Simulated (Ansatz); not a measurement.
**SbH2+ (singlet): the correlation ladder at a displaced geometry (v1), def2-SVP**

Aim: climb from Hartree-Fock through coupled cluster and multireference methods for SbH2+ (singlet) at one geometry and basis, and see what each rung misses.

The runs use Ansatz 0.2.0, Gaussian basis; def2-SVP, core rule «outside noble gas», up to 9 orbitals frozen.

The runs, in order: UHF; CCSD(T) on RHF; CCSD(T) on UHF; BCCD(T) on RHF; CISD; CCSDT(Q) on RHF; CCSDT(Q) on UHF; CCSDTQ on RHF; CASSCF and MRCISD+Q, 6 electrons in 6 orbitals; CASSCF and MRCISD+Q(relaxed), 6 electrons in 6 orbitals; CASSCF and NEVPT2, 6 electrons in 6 orbitals; Full CI.

14 further runs of the same task are left out: 7 that didn't finish, 7 set aside as unsound or not needed.

## (1) What is computed

The geometry is a PBE0/def2-TZVP stationary point (not a proven minimum) with its atoms shifted at random (size 0.040 Å). No spin-orbit coupling is included. Elements past krypton take def2 core potentials.

3 atoms, charge 1, spin multiplicity 1.

Atoms are counted from 1 here; the program's logs count them from 0.

Bond lengths: Sb1–H2 1.705 Å, Sb1–H3 1.703 Å. Angles: H2–Sb1–H3 88.5°.

Coordinates:

```
Sb   -0.00038   -0.01986    0.00053
H    -0.00121    1.16996   -1.22087
H     0.04675    1.22929    1.15699
```

## (2) UHF

The input, in.yaml:

```yaml
crystal:
  periodic: [false, false, false]
  atoms:
    - {symbol: Sb, position_ang: [-0.000377, -0.019861, 0.000529]}
    - {symbol: H, position_ang: [-0.001210, 1.169963, -1.220873]}
    - {symbol: H, position_ang: [0.046754, 1.229292, 1.156993]}
basis:
  gaussian: {orbitals: def2-SVP}
total_charge: 1
magnetization: {spin_polarized: true, initial_magnetization: 0}
hamiltonian: {xc: hf}
output: {orbitals: {seedname: orbitals}}
```

On the command line:

```sh
> ansatz run in.yaml --threads 1 --pin off --events-out ev --progress --plain --max-ram 2393MiB
```

Further steps of the session: CCSD(T) on RHF; CCSD(T) on UHF; BCCD(T) on RHF; CISD; CCSDT(Q) on RHF; CCSDT(Q) on UHF; CCSDTQ on RHF; CASSCF and MRCISD+Q, 6 electrons in 6 orbitals; CASSCF and MRCISD+Q(relaxed), 6 electrons in 6 orbitals; CASSCF and NEVPT2, 6 electrons in 6 orbitals; Full CI.

Before running them: what should the planned runs give, taken together? Wanted: FCI below the RHF energy; RMP2 from FCI; RCCSD from FCI; RCCSD(T) from FCI; RCCSDT(Q) from FCI; NEVPT2 valence from FCI; MRCISD+Q valence from FCI; MRCISD+Q(relaxed) valence from FCI; T1 diagnostic.

As calculated:

```
                          quantity                                                                                       value
          FCI below the RHF energy                                                                                  -2.8889 eV
                     RMP2 from FCI                                                                                  +748.6 meV
                    RCCSD from FCI                                                                                   +65.6 meV
                 RCCSD(T) from FCI                                                                                   +15.3 meV
                RCCSDT(Q) from FCI                                                                                    +0.5 meV
           NEVPT2 valence from FCI                                                                                  +417.7 meV
         MRCISD+Q valence from FCI                                                                                    -0.1 meV
MRCISD+Q(relaxed) valence from FCI                                                                                   -21.4 meV
 levels within 1 kcal/mol (43 meV)  RCCSD(T), BCCD(T), RCCSDT, RCCSDT(Q), RCCSDTQ, MRCISD+Q valence, MRCISD+Q(relaxed) valence
                     T1 diagnostic                                                                                       0.013
    effectively unpaired electrons                                                                                        0.07
```

What this shows: RCCSD(T) lands +15.3 meV from the yardstick (0.5 % of the correlation energy). MRCISD+Q(relaxed) valence falls below full CI: the +Q correction isn't variational, and the cores differ from full CI's. One determinant dominates. Of the multireference levels listed MRCISD+Q valence comes nearest in total energy (-0.1 meV), which doesn't show that its space is the better one. These misses are within one basis, not against nature.
